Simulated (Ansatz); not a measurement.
# CH3NOTe: the cost of one run

Method: RKS BHLYP-D4/def2-SVP, in Ansatz 0.2.0.

**1. The system as given**

Bond lengths: N1–C2 1.342 Å, C2–O3 1.370 Å, C2–Te4 2.060 Å, N1–H5 1.076 Å, O3–H6 1.040 Å, Te4–H7 1.701 Å. Angles: N1–C2–O3 119.1°, N1–C2–Te4 122.5°, O3–C2–Te4 118.3°, C2–N1–H5 115.9°, C2–O3–H6 121.0°, C2–Te4–H7 92.7°.

Coordinates:

```xyz
7

N     0.6126   -1.1707   -0.3900
C    -0.0200   -0.1770    0.2526
O     0.4964    0.2896    1.4325
Te   -1.7296    0.7059   -0.4824
H     0.1677   -1.4889   -1.3162
H     1.3831   -0.0937    1.8181
H    -0.8489    1.8667   -1.3604
```

**2. Relaxing end A**

Contents of input.yaml:

```yaml
crystal:
  periodic: [false, false, false]
  atoms:
    - { symbol: "N", position_ang: [0.6126, -1.1707, -0.39] }
    - { symbol: C, position_ang: [-0.02, -0.177, 0.2526] }
    - { symbol: O, position_ang: [0.4964, 0.2896, 1.4325] }
    - { symbol: Te, position_ang: [-1.7296, 0.7059, -0.4824] }
    - { symbol: H, position_ang: [0.1677, -1.4889, -1.3162] }
    - { symbol: H, position_ang: [1.3831, -0.0937, 1.8181] }
    - { symbol: H, position_ang: [-0.8489, 1.8667, -1.3604] }
basis:
  gaussian: { orbitals: def2-SVP }
hamiltonian:
  xc: { name: BHLYP }
  dispersion: d4
relax:
  f_tol: 0.02
  max_steps: 50
```

The run is started by

```
> ansatz run input.yaml --threads 2 --pin off --max-ram 3072MiB --backend cpu --events-out ev --progress --plain --runs-dir out
```

Q: Estimate wall time and peak memory on 2 threads of AMD EPYC 9R45 (Zen 5), shared host.

About 27 s, with a peak of 0.19 GiB.
